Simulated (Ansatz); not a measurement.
**PdN (doublet): the correlation ladder, def2-QZVPP**

One table from this session's results is given with a row withheld; the runs are named, their logs left out.

Method: def2-QZVPP, core rule «outside noble gas», up to 5 orbitals frozen; program: Ansatz 0.2.0, Gaussian basis.

Plan: UHF; ROHF; CCSD(T) on UHF.

2 further runs of the same task are left out: 2 set aside as unsound or not needed.

### The system

The geometry is a PBE0/def2-TZVP stationary point (not a proven minimum). No spin-orbit coupling is included. Elements past krypton take def2 core potentials.

2 atoms, charge 0, spin multiplicity 2.

Atoms are counted from 1 here; the program's logs count them from 0.

Bond lengths: Pd1–N2 1.797 Å.

The first run:

in.yaml

```yaml
crystal:
  periodic: [false, false, false]
  atoms:
    - {symbol: Pd, position_ang: [0.000000, 0.000000, 0.000000]}
    - {symbol: N, position_ang: [0.000000, 0.000000, 1.796800]}
basis:
  gaussian: {orbitals: "def2-QZVPP.json"}
magnetization: {spin_polarized: true, initial_magnetization: 1}
hamiltonian: {xc: hf}
output: {orbitals: {seedname: orbitals}}
```

Launch:

```console
> ansatz run in.yaml --threads 1 --pin off --events-out ev --progress --plain --max-ram 4096MiB --backend cpu
```

Steps of the session up to this table: UHF; ROHF; CCSD(T) on UHF.

One table of the session follows, with a row left open; its other results are not shown here.

```
  method  from UCCSD(T) (meV)
    ROHF                    ?
     UHF             +15365.6
    UMP2               +809.4
   UCCSD               +885.4
UCCSD(T)                    0
```

**Question.** Estimate the row for ROHF.

**Answer.** from UCCSD(T) (meV): +17621.4. In the column «from UCCSD(T) (meV)» it is the highest.

The program flags UCCSD(T) as in doubt (see the logs), so the zero of the table is itself unsure.

To keep in mind: The determinant is far from a pure spin state, so its energy mixes those of several spin states (harmless only where they are near-degenerate, as at dissociation). The program flags UCCSD(T) as in doubt, so the zero of the table is itself unsure.
